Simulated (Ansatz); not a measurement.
**GeH₃O₃ radical: how energies converge with the basis set**

The task here is to estimate one member of a computed series from the others.

Computed with Ansatz 0.2.0, Gaussian basis. Level: one geometry, several basis sets.

Levels to be run: PBE0-D4/def2-SVP; ωB97M-V/def2-SVP; PBE0-D4/def2-QZVPP; ωB97M-V/def2-QZVPP; the functionals' def2-TZVPP values are taken from earlier runs.

## The relaxed structure

All runs share one geometry, relaxed beforehand with PBE0-D4 in a triple-zeta def2 set.

SMILES `[OH][Ge]([OH])[OH]`, 7 atoms, charge 0, spin multiplicity 2.

Atoms are counted from 1 here; the program's logs count them from 0.

Bond lengths: O1–Ge2 1.778 Å, O1–H5 0.962 Å, Ge2–O3 1.778 Å, Ge2–O4 1.778 Å, O3–H6 0.962 Å, O4–H7 0.962 Å. Angles: Ge2–O1–H5 112.6°, O1–Ge2–O3 106.7°, O1–Ge2–O4 106.7°, O3–Ge2–O4 106.7°, Ge2–O3–H6 112.6°, Ge2–O4–H7 112.6°.

Set-up of the first run:

in.yaml reads:

```yaml
crystal:
  periodic: [false, false, false]
  atoms:
    - {symbol: O, position_ang: [-1.386466, 0.798205, -0.370813]}
    - {symbol: Ge, position_ang: [0.328712, 0.368967, -0.186035]}
    - {symbol: O, position_ang: [0.588316, 0.035751, 1.540746]}
    - {symbol: O, position_ang: [0.565002, -1.169999, -1.043908]}
    - {symbol: H, position_ang: [-1.665892, 1.479765, 0.247551]}
    - {symbol: H, position_ang: [1.412933, -0.430214, 1.707660]}
    - {symbol: H, position_ang: [0.218596, -1.150473, -1.940901]}
basis:
  gaussian: {orbitals: def2-SVP}
magnetization: {spin_polarized: true, initial_magnetization: 1}
hamiltonian: {xc: pbe0, dispersion: d4}
output: {orbitals: {seedname: orbitals}}
```

Among the steps run: PBE0-D4 in def2-SVP; ωB97M-V in def2-SVP; PBE0-D4 in def2-QZVPP; ωB97M-V in def2-QZVPP.

One of the session's tables, all rows but one given; the rest of the session is left out.

It belongs to the step «Functionals by basis». 

```
functional       basis  HOMO (eV)  LUMO (eV)
   PBE0-D4    def2-SVP      -6.24      -2.87
   PBE0-D4  def2-TZVPP      -6.48      -3.06
   PBE0-D4  def2-QZVPP      -6.56      -3.16
   ωB97M-V    def2-SVP      -8.31      -0.97
   ωB97M-V  def2-TZVPP          ?          ?
   ωB97M-V  def2-QZVPP      -8.65      -1.39
```

**Question.** Estimate the row for ωB97M-V, def2-TZVPP.

**Answer.** HOMO (eV): -8.56; LUMO (eV): -1.23. In the column «HOMO (eV)» it lies between ωB97M-V, def2-QZVPP (-8.65) and ωB97M-V, def2-SVP (-8.31).
